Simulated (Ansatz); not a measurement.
Sr2SO:

```xyz
4
Lattice="4.0432 0.0000 0.0000 0.0000 4.0432 0.0000 0.0000 0.0000 5.7180" Properties=species:S:1:pos:R:3 pbc="T T T"
Sr    2.0216    2.0216    2.8590
Sr    0.0000    0.0000    0.0000
S     0.0000    0.0000    2.8590
O     2.0216    2.0216    0.0000
```

The cell comes from a database or a generator and needn't be the stable form of this composition.

Base run:

```yaml
Program: Ansatz 0.2.0
Functional: PBE
Potentials_or_basis: Ansatz PAW
Cutoff: "420 eV (not typed: the program's choice for these potentials)"
k_mesh: 4 × 4 × 3
Occupations: fermi-dirac, width 0.05 eV
Spin: no spin polarisation
```

Its results: band gap on the k mesh 2.21 eV, direct; pressure -0.2 GPa.

Q: The run is repeated on the same cell with these changes: functional from PBE to r2SCAN; cutoff from 420 eV (not typed: the program's choice for these potentials) to 500 eV (not typed: the program's choice for these potentials). What comes out?

A: Band gap on the k mesh 2.63 eV, direct; pressure -0.9 GPa.

r2SCAN gives the wider gap, since meta-GGAs in the generalised Kohn-Sham scheme recover part of the derivative discontinuity.

Caveats: odd divisions of the mesh miss points on the zone boundary, where band edges often lie, so the gap on the mesh can be too wide; the density of states is complete only up to the lowest level of the last band computed; the PAW data sets come from PBE, with cores solved anew for the run's functional, which leaves a small shift of forces and pressure (some runs).

A k mesh can miss the band edges.
